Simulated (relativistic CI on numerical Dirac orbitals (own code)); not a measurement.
**Tc XVII (Tc¹⁶⁺): levels and lines**

The task is the spectrum of Tc¹⁶⁺: levels, purity of their labels, lifetimes and lines; runs with one setting changed show what the result hangs on.

The numbers are computed with relativistic CI on numerical Dirac orbitals (own code) version 2 (Dirac-Coulomb-Breit CI, KLI orbitals optimised for each configuration, model QED (radiative potential, 1s self-energy scaled to tabulated hydrogen-like ionisation energies)), except any that are marked as measured or tabulated.

## Step 1: Starting point

- ion: Tc¹⁶⁺ (Tc XVII)
- nuclear charge: 43
- electrons: 27
- isotope: A = 97
- first configuration typed: [Ar] 3d9

Outer shells as boxes (Hund's rule):

first configuration typed
```
[Ar] core
3d [↑↓][↑↓][↑↓][↑↓][↑ ]
```

## Step 2: CI with the chosen configurations

Settings, as recorded:

```ini
atom Tc  Z=43  charge=16  electrons=27
nucleus A=97  rms_radius_fm=4.4112
hamiltonian dirac-coulomb  breit=on  qed=on  c_scale=1
orbitals kli  potential=per-configuration
slater_scale 1
correlation none
mixing on
configurations
  [Ar] 3d9
  [Ne] 3s2 3p5 3d10
  [Ne] 3s 3p6 3d10
  [Ar] 3d8 4s
  [Ar] 3d8 4p
  [Ar] 3d8 4d
  [Ar] 3d7 4s2
  [Ar] 3d8 4f
  [Ar] 3d7 4s 4p
  [Ne] 3s2 3p5 3d9 4s
  [Ar] 3d8 5s
  [Ne] 3s2 3p4 3d10 4s
  [Ar] 3d7 4p2
  [Ar] 3d8 5p
  [Ar] 3d7 4s 4d
  [Ne] 3s2 3p5 3d9 4p
end
```

## Step 3: Without configuration mixing

Settings: those of step 2 with these lines changed.

```diff
@@ -6,3 +6,3 @@
 correlation none
-mixing on
+mixing off
 configurations
```

## Step 4: One common potential

Settings: those of step 3 with these lines changed.

```diff
@@ -3,6 +3,6 @@
 hamiltonian dirac-coulomb  breit=on  qed=on  c_scale=1
-orbitals kli  potential=per-configuration
+orbitals kli  potential=mean
 slater_scale 1
 correlation none
-mixing off
+mixing on
 configurations
```

(Steps that only read results are left out.)

Before running it: what results should come out? Wanted: lowest level; first excitation; lowest level of the other parity; fastest E1 line; ionisation energy.

As calculated:

| run | time | mean size of shift, levels followed (cm⁻¹) | lowest level | ionisation energy (eV) |
| --- | --- | --- | --- | --- |
| main run | 1.1 s | 0 | 3d9 2D5/2 | 655.82 |
| without configuration mixing | 1.1 s | 3624 | 3d9 2D5/2 | - |
| one common potential | 0.75 s | 8966 | 3d9 2D5/2 | - |

The tabulated theoretical ionisation energy (NIST) is 655 eV.

| quantity | value |
| --- | --- |
| lowest level | 3d9 2D5/2 |
| first excitation | 3d9 2D3/2, 30866 cm⁻¹ |
| lowest level of the other parity | 3p5 3d10 2P°3/2, 173.30 eV |
| levels in the model | 1190 |
| fastest E1 line (by rate) to the lowest level among the lowest 200 of 1190 levels | 3.063 nm, from 3d8 4f 2D°5/2 + 4F° |
| ionisation energy | 655.82 eV |
| ionisation energy, tabulated theoretical (NIST) | 655 eV |

**Reading.** 3d9 2D5/2 comes out lowest; its LS label holds 100 % and its jj label 100 %; over the low levels the means are 73 and 78 %, so they are in intermediate coupling. The ionisation energy agrees with the tabulated theoretical value within its uncertainty of 3 eV. Of the changes tried, the run «one common potential» moves the low levels most, by 8966 cm⁻¹ on average. Lifetimes count radiative decay inside the model alone.
